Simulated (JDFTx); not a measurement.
Runs of JDFTx 1.7.0 (patched build) on ClBr (bromine chloride). The cell holds a molecule in a box, 2 atoms: a = 9.000 Å, b = 9.000 Å, c = 12.000 Å, α = 90.00°, β = 90.00°, γ = 90.00°. 

```tsv
task	level	potentials or basis	cell	liquid model	variant of the liquid model	solvent	SCF threshold on the energy	further solve for the empty bands	largest force (eV/Å)
solvation	PBEsol	PseudoDojo-SR-PBEsol-0.4.1-standard with smoothed tails	as given	LinearPCM	GLSSA13	CH2Cl2	1e-06 Ha	no	0.13
single point	BLYP	PseudoDojo-SR-PBE-0.5-standard with smoothed tails	as given	-	-	-	1e-07 Ha	no	0.99
solvation	BLYP	PseudoDojo-SR-PBE-0.5-standard with smoothed tails	as given	LinearPCM	SCCS_g03	H2O	1e-06 Ha	no	(b)
single point	PBEsol	PseudoDojo-SR-PBEsol-0.4.1-standard with smoothed tails	as given	-	-	-	1e-07 Ha	yes	0.03
solvation	PBEsol	PseudoDojo-SR-PBEsol-0.4.1-standard with smoothed tails	as given	LinearPCM	GLSSA13	THF	1e-06 Ha	no	0.17
solvation	PBEsol	PseudoDojo-SR-PBEsol-0.4.1-standard with smoothed tails	as given	LinearPCM	GLSSA13	EthyleneGlycol	1e-06 Ha	no	(a)
solvation	BLYP	PseudoDojo-SR-PBE-0.5-standard with smoothed tails	as given	LinearPCM	CANDLE	H2O	1e-06 Ha	no	0.98
```

Alike in all rows: no spin polarisation; k mesh 1 × 1 × 1; cutoff (eV) 789; smearing fixed.

**Question.** Fill in the values left out.

**Answer.** (a) 0.14; (b) 1.05.

Caveats: forces may be off by hundredths of an eV/Å; forces in the liquid are good to some per cent (some runs); the liquid is a continuum model, checked here against plausible ranges alone (some runs); the potentials were made for another functional, which shifts forces and pressure (some runs); solvation energies in this solvent often miss measured ones by over 0.05 eV (some runs).

Runs at the PBE level aren't shown here.
